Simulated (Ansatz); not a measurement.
# H₄OPSb: a ladder of functionals and wavefunction methods

One table from this session's results is given with a row withheld; the runs are named, their logs left out.

Computed with Ansatz 0.2.0, Gaussian basis. Level: functionals in def2-TZVPP, the program's frozen cores in correlated methods.

The runs, in order: LDA (SPW92), PBE-D4, revPBE-D4, BLYP-D4, r2SCAN-D4, B97M-V, PBE0-D4, B3LYP-D4, r2SCANh-D4, r2SCAN0-D4, HSE06-D4, BHLYP-D4, CAM-B3LYP-D4, LC-ωPBE, ωB97X-V, ωB97M-V, B2PLYP, PBE-QIDH; CCSD(T)/def2-SVP; CCSD(T)/def2-TZVPP; MP2/def2-QZVPP; extrapolation to the limit; RPA on PBE.

## The geometry

An earlier PBE0-D4 in a triple-zeta def2 set relaxation fixed the geometry. Sb takes the def2 core potential; no spin-orbit term is included.

SMILES `P[O][SbH2]`, 7 atoms, charge 0, spin multiplicity 1.

Atoms are counted from 1 here; the program's logs count them from 0.

Bond lengths: P1–O2 1.640 Å, P1–H4 1.427 Å, P1–H5 1.426 Å, O2–Sb3 1.985 Å, Sb3–H6 1.712 Å, Sb3–H7 1.718 Å. Angles: O2–P1–H4 99.6°, O2–P1–H5 99.2°, H4–P1–H5 92.0°, P1–O2–Sb3 119.5°, O2–Sb3–H6 91.6°, O2–Sb3–H7 94.8°, H6–Sb3–H7 90.4°.

The first run:

in.yaml reads:

```yaml
crystal:
  periodic: [false, false, false]
  atoms:
    - {symbol: P, position_ang: [-0.806748, 0.288563, -1.360578]}
    - {symbol: O, position_ang: [-0.314245, 0.132802, 0.195725]}
    - {symbol: Sb, position_ang: [1.617978, 0.272883, 0.628863]}
    - {symbol: H, position_ang: [-1.610782, -0.885068, -1.473371]}
    - {symbol: H, position_ang: [-1.952148, 1.113619, -1.156248]}
    - {symbol: H, position_ang: [1.281387, 0.428211, 2.299788]}
    - {symbol: H, position_ang: [1.845757, -1.419010, 0.820124]}
basis:
  gaussian: {orbitals: def2-TZVPP}
hamiltonian: {xc: lda}
output: {orbitals: {seedname: orbitals}}
```

On the command line:

```console
$ ansatz run in.yaml --threads 2 --pin off --events-out ev --progress --plain --max-ram 4352MiB
```

Among the steps run: LDA; PBE-D4 (GGA); revPBE-D4 (GGA); BLYP-D4 (GGA); r2SCAN-D4 (meta-GGA); B97M-V (meta-GGA); B3LYP-D4 (hybrid); r2SCANh-D4 (hybrid); r2SCAN0-D4 (hybrid); HSE06-D4 (hybrid); BHLYP-D4 (hybrid); CAM-B3LYP-D4 (range-separated); LC-ωPBE (range-separated); ωB97X-V (range-separated); ωB97M-V (range-separated); B2PLYP (double hybrid); PBE-QIDH (double hybrid).

One table of the session follows, with a row left open; its other results are not shown here.

It belongs to the step «Frontier levels by functional». 

| functional | HOMO (eV) | LUMO (eV) | gap (eV) |
| --- | --- | --- | --- |
| LDA (SPW92) | -5.74 | -2.62 | 3.12 |
| PBE-D4 | -5.64 | -2.38 | 3.26 |
| revPBE-D4 | -5.60 | -2.28 | 3.32 |
| BLYP-D4 | -5.53 | -2.26 | 3.27 |
| r2SCAN-D4 | -5.88 | -2.16 | 3.73 |
| B97M-V | -6.00 | -2.21 | 3.79 |
| PBE0-D4 | -6.84 | -1.56 | 5.28 |
| B3LYP-D4 | ? | ? | ? |
| r2SCANh-D4 | -6.33 | -1.86 | 4.46 |
| r2SCAN0-D4 | -7.00 | -1.43 | 5.57 |
| HSE06-D4 | -6.44 | -1.93 | 4.51 |
| BHLYP-D4 | -7.95 | -0.70 | 7.25 |
| CAM-B3LYP-D4 | -8.17 | -0.56 | 7.62 |
| LC-ωPBE | -9.49 | 0.58 | 10.07 |
| ωB97X-V | -9.17 | 0.45 | 9.62 |
| ωB97M-V | -9.04 | 0.24 | 9.28 |

Q: Estimate the row for B3LYP-D4 from the others.

Worked estimate for «HOMO (eV)». Against the share of exact exchange, BLYP-D4 (0, -5.53), BHLYP-D4 (0.5, -7.95) give a slope of -4.84 per unit share; at 0.2 the line stands at -6.50.

The run gave: HOMO (eV): -6.64; LUMO (eV): -1.77; gap (eV): 4.87. In «HOMO (eV)» the line misses by +0.14.
